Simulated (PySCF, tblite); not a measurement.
**C₄H₇N₃OSi: geometry, infrared bands and NMR shifts**

Aim: predict the infrared bands and NMR shifts of C₄H₇N₃OSi (`CCO[Si](N)(C#N)C#N`).

The runs use tblite 0.8.0 and PySCF 2.14.0, with density-fitted response routines of our own; the level of theory stands in each step. All values are computed, except where a source is named. Atoms are numbered from 0 throughout.

## (1) The starting structure

16 atoms, charge 0, multiplicity 1; geometry from: force field or distance geometry start.

Bonds of the start (Å): C0–C1 1.54, C1–O2 1.42, O2–Si3 1.69, Si3–N4 1.74, Si3–C5 1.90, C5–N6 1.17, Si3–C7 1.89, C7–N8 1.17, C0–H9 1.08, C0–H10 1.10, C0–H11 1.10, C1–H12 1.10, C1–H13 1.09, N4–H14 1.01, N4–H15 1.02.

## (2) Relaxing the molecule with GFN2-xTB

What the job is given:

```
{"job": {"kind": "relax", "xc": "GFN2-xTB", "basis": "xTB"}, "charge": 0, "multiplicity": 1}
C      2.268400    -1.243500     0.205800
C      1.267200    -0.190200    -0.288700
O      0.024600    -0.452000     0.347200
Si    -1.276000     0.570100    -0.020800
N     -2.493300    -0.165000     0.974200
C     -0.958100     2.364100     0.504200
N     -0.720600     3.457700     0.834600
C     -1.743800     0.520700    -1.850100
N     -2.006900     0.457200    -2.984400
H      3.239500    -1.088500    -0.241000
H      1.905900    -2.249300    -0.044600
H      2.357100    -1.202000     1.298000
H      1.636300     0.803500     0.001200
H      1.186300    -0.264300    -1.372600
H     -2.554800    -1.132300     0.693100
H     -2.139400    -0.177400     1.932500
```

On the command line:

```
$ OMP_NUM_THREADS=1 python probes_run.py task.json out
```

The driver reads the jobs from task.json and runs them one after another.

**Question.** This job is followed by: GFN2-xTB harmonic vibrations, gas phase; GIAO PBE0/pcSseg-1 NMR shielding, non-relativistic, gas phase. Predict these results of the whole session: strongest single infrared mode (GFN2-xTB); zero-point energy (GFN2-xTB); 13C shifts against TMS (PBE0/pcSseg-1, means over atoms taken as alike); 1H shifts against TMS (PBE0/pcSseg-1, means over atoms taken as alike); 17O shifts against H2O (PBE0/pcSseg-1); 29Si shifts against TMS (PBE0/pcSseg-1); 15N shifts against NH3 (PBE0/pcSseg-1, means over atoms taken as alike); surface potential, 1st and 99th percentile.

As calculated:

```
                                                               quantity                  value
                              strongest single infrared mode (GFN2-xTB)  1153 cm⁻¹, 353 km/mol
                                           zero-point energy (GFN2-xTB)          70.3 kcal/mol
13C shifts against TMS (PBE0/pcSseg-1, means over atoms taken as alike)  122.2, 62.6, 20.0 ppm
 1H shifts against TMS (PBE0/pcSseg-1, means over atoms taken as alike)   4.21, 1.65, 1.45 ppm
                                 17O shifts against H2O (PBE0/pcSseg-1)               80.5 ppm
                                29Si shifts against TMS (PBE0/pcSseg-1)              -88.9 ppm
15N shifts against NH3 (PBE0/pcSseg-1, means over atoms taken as alike)        357.6, 36.6 ppm
                                  surface potential, 1st and 99th percentile     -1.55 V and 2.15 V
```

**Reading.** Over 40 steps the energy fell by 0.465 eV; of the close pairs, O2–Si3 changed most, 1.695 to 1.613 Å. No mode is imaginary among the 42: a minimum at this level. The strongest single mode, at 1153 cm⁻¹, moves mainly O2 and C1. GFN2-xTB is a fitted tight-binding method: band positions and strengths are rough. Its intensities can rank the bands wrongly. C5, C7 (mean) (nitrile carbon) lies farthest downfield among carbon, at 122.2 ppm; this is the usual window of a C≡N carbon, which has no attached hydrogen. H12, H13 (mean) (hydrogen on an sp3 CH2 bonded to O) lies farthest downfield among hydrogen, at 4.21 ppm; its carbon carries O, an electronegative neighbour. At PBE0/pcSseg-1: The largest span, 597 ppm, is at N6, N8, where the paramagnetic term is -427 ppm. By nearest atom (PBE0/pcSseg-1), the HOMO sits on N4 69 %; H14, H15 about 9 % each and the LUMO on N6, N8 about 18 % each; C5, C7 about 17 % each.
